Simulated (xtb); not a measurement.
**CH6ClNOSi (SMILES C[Si](N)(O)Cl): GFN2-xTB (GBSA ether, accuracy 3, etemp 50 K, reference state bar1M, surface grid extreme)**

Aim: charged excitations of CH6ClNOSi. 

The results are computed with xtb 6.7.1.

2 further runs of the same task are left out: 2 set aside as unsound or not needed.

## (1) The system as given

The species is CH6ClNOSi (11 atoms), meant as a singlet with charge 0. As SMILES, `C[Si](N)(O)Cl`. Geometry: optimised at GFN2-xTB. This is one conformer, not always the lowest.

Bond lengths: C1–Si2 1.894 Å, Si2–N3 1.716 Å, Si2–O4 1.635 Å, Si2–Cl5 2.030 Å, C1–H6 1.084 Å, C1–H7 1.086 Å, C1–H8 1.085 Å, N3–H9 1.007 Å, N3–H10 1.006 Å, O4–H11 0.954 Å. Some angles: C1–Si2–N3 109.3°, C1–Si2–O4 111.8°, C1–Si2–Cl5 110.5°, N3–Si2–O4 110.5°, N3–Si2–Cl5 106.3°, O4–Si2–Cl5 108.2°, Si2–C1–H6 111.3°, Si2–C1–H7 111.6°, Si2–C1–H8 110.9°, Si2–N3–H9 119.0°.

## (2) Charged excitations at GFN2-xTB (GBSA ether, accuracy 3, etemp 50 K, reference state bar1M, surface grid extreme)

File xtb.inp:

```
$gbsa
   gbsagrid=extreme
$end
```

File coord:

```
$coord
     -2.768885299312      0.381492240861     -0.374817728189  c
      0.736222180345      0.411514319803      0.348242509698  si
      2.325999636114     -1.198880047985     -1.975264577657  n
      1.348068256346     -0.808031773081      3.119709174896  o
      2.087582339600      4.002078994268      0.290987587574  cl
     -3.142006053441      1.035670071780     -2.280181336496  h
     -3.817277007362      1.591850485327      0.909929585173  h
     -3.534445477742     -1.513895503234     -0.204122546804  h
      4.208764009696     -0.970586014321     -2.135014465328  h
      1.857468499678     -3.009509795939     -2.317888931587  h
      0.822095114900     -0.029228393970      4.657162004000  h
$end
```

Run with:

```sh
$ xtb coord --gbsa ether bar1M --cma --gfn2 --etemp 50 --acc 3 -I xtb.inp --vomega -P 1 | tee coord.out
```

What values should one expect? Wanted: total energy; dispersion energy; solvent term in the energy; vertical ionisation energy; vertical electron affinity.

**Answer.** As computed:

Level: GFN2-xTB (GBSA ether, accuracy 3, etemp 50 K, reference state bar1M, surface grid extreme).

```
                                  quantity          value
                              total energy   -18.57758 Eh
                         dispersion energy  -18.49 kJ/mol
                solvent term in the energy   -32.3 kJ/mol
vertical ionisation energy (program's own)        7.42 eV
vertical electron affinity (program's own)       -2.47 eV
```

In words: The accuracy setting is loose, so the last digits carry no meaning.
